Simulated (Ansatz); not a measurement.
Run this with the Python package of Ansatz (0.2.0) and show what comes out.

`torsion.py`
```python
"""Energy of CH7FSi2 as one group turns about a bond."""

import ansatz as az
from ase import Atoms

BASIS_SET = "6-31G*"
FUNCTIONAL = "PBE"
FORCE_TOL = 0.02

atoms = Atoms(["C", "Si", "F", "Si", "H", "H", "H", "H", "H", "H", "H"], positions=[
    (-0.7781, 1.3574, -0.405),
    (0.6549, 0.302, -0.4692),
    (1.8641, 1.1176, 0.1405),
    (0.3138, -1.6034, 0.7404),
    (-1.0757, 1.6816, 0.5917),
    (-1.7032, 0.927, -0.8525),
    (-0.624, 2.3251, -0.9782),
    (1.0251, -0.0176, -1.8867),
    (-0.096, -1.2717, 2.1988),
    (1.4138, -2.531, 0.76),
    (-0.9293, -2.344, 0.1808),
])

# start the scan from a relaxed geometry
first = (
    az.Crystal.molecule_from_ase(atoms).calculation()
    .basis(gaussian=BASIS_SET)
    .functional(FUNCTIONAL)
    .relax(force_tolerance=FORCE_TOL, max_steps=80)
)
atoms.positions = first.run(threads=1).report["positions_ang"]

start = atoms.get_dihedral(0, 1, 3, 8)
energies = {}
for turn in range(0, 121, 20):
    turned = atoms.copy()
    turned.set_dihedral(0, 1, 3, 8, start + turn, indices=[3, 8, 9, 10])
    calculation = (
        az.Crystal.molecule_from_ase(turned).calculation()
        .basis(gaussian=BASIS_SET)
        .functional(FUNCTIONAL)
    )
    energies[round((start + turn) % 360)] = calculation.run(threads=1).report["free_energy_ev"]
floor = min(energies.values())
print("dihedral C0-Si1-Si3-H8 (deg)   E - E(min) (kJ/mol)")
for angle, e in sorted(energies.items()):
    print(f"{angle:8d} {96.485332 * (e - floor):14.3f}  " + "#" * int(30 * (e - floor) / max(max(energies.values()) - floor, 1e-9)))
```

```console
$ python torsion.py
dihedral C0-Si1-Si3-H8 (deg)   E - E(min) (kJ/mol)
       2          4.734  ##############################
      22          3.933  ########################
      42          1.876  ###########
      62          0.710  ####
     302          0.000
     322          1.039  ######
     342          3.346  #####################
```

The scan is rigid and the energies are electronic, in a modest basis. With rigid groups the curve can differ much from the relaxed path, the start wasn't checked as a minimum of this torsion, and equivalent turns needn't return to the same energy. Run time: 20 s on 1 thread of Intel(R) Xeon(R) 6975P-C (Granite Rapids) (shared host), peak memory 0.21 GiB.

(Lines on the test bed's own set-up are left out of the output.)
